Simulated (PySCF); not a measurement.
# C3H8OSi: the cost of one run

Programs: PySCF 2.14.0, with density-fitted response routines of our own. Each step states its level of theory. These are calculated values for one molecule in the gas phase, unless marked as measured. Atoms are numbered from 0 throughout.

## Step 1: The molecule as given

13 atoms, charge 0, multiplicity 1; geometry from: GFN2-xTB. The atoms were then displaced at random by about 0.01 Å, so the start is not that level's minimum.

Bonds of the start (Å): C0–C1 1.47, C1–C2 1.32, C2–O3 1.40, O3–Si4 1.59, C0–H5 1.13, C0–H6 1.09, C0–H7 1.07, C1–H8 1.10, C2–H9 1.07, Si4–H10 1.44, Si4–H11 1.46, Si4–H12 1.47.

## Step 2: Relaxing the molecule at PBE0-D3(BJ)/def2-SVP

The job: settings as JSON, then the geometry in Å.

```
{"job": {"xc": "PBE0", "basis": "def2-SVP", "d3": "d3bj", "grid": 1, "shake": 0.01, "kind": "geom"}, "charge": 0, "multiplicity": 1}
C     -2.272940     0.110160     0.192650
C     -0.808370     0.151320     0.128210
C     -0.090500    -0.797160    -0.435370
O      1.306990    -0.814710    -0.515400
Si     2.434880     0.196890    -0.026250
H     -2.708410     0.980690    -0.373590
H     -2.624070     0.226460     1.219490
H     -2.670130    -0.782080    -0.234750
H     -0.312350     1.017050     0.590650
H     -0.521370    -1.674910    -0.870010
H      3.591050    -0.523780    -0.494360
H      2.291530     1.525670    -0.623000
H      2.389510     0.367510     1.431430
```

Launch:

```bash
$ OMP_NUM_THREADS=1 python probes_run.py task.json out
```

This one command runs all jobs of the session in turn.

Q: Estimate the wall time and peak memory of this first job on 1 thread of Arm Neoverse V2, shared host.

About 45 s, with a peak of 0.46 GiB.
